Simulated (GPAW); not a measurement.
Crystal: VGe3.

```
Ge V
1.0
     4.76800    0.00000    0.00000
     0.00000    4.76800    0.00000
     0.00000    0.00000    4.76800
Ge V
6 2
Direct
  0.00000 0.50000 0.25000
  0.00000 0.50000 0.75000
  0.50000 0.25000 0.00000
  0.75000 0.00000 0.50000
  0.50000 0.75000 0.00000
  0.25000 0.00000 0.50000
  0.50000 0.50000 0.50000
  0.00000 0.00000 0.00000
```

Base run:

* Program: GPAW 26.7.0
* Functional: PBEsol
* Potentials or basis: PAW data sets generated in the run's folder for this functional
* Cutoff: 600 eV
* Basis: pw
* k mesh: 5 × 5 × 5
* Occupations: fermi-dirac, width 0.05 eV
* Spin: collinear spin, ferromagnetic start
* Starting moments: [0.0, 0.0, 0.0, 0.0, 0.0, 0.0, 2.0, 2.0] μB
* Hubbard terms: V d U = 8 eV

Its results: pressure 46.2 GPa; net moment 5.57 μB per cell; site moments Ge -0.01; V +2.58 μB.

Q: The run is repeated on the same cell with these changes: hubbard terms from V d U = 8 eV to V d U = 2 eV. What comes out?

A: Pressure 25.6 GPa; net moment 3.01 μB per cell; site moments Ge -0.04; V +1.48 μB.

Caveats: the U is typed as a test and isn't derived for this compound; a pressure of tens of GPa on the cell as given is suspect, and the run, the potentials or the cell itself is likely at fault (some runs).

Not every run made on this cell is shown here.
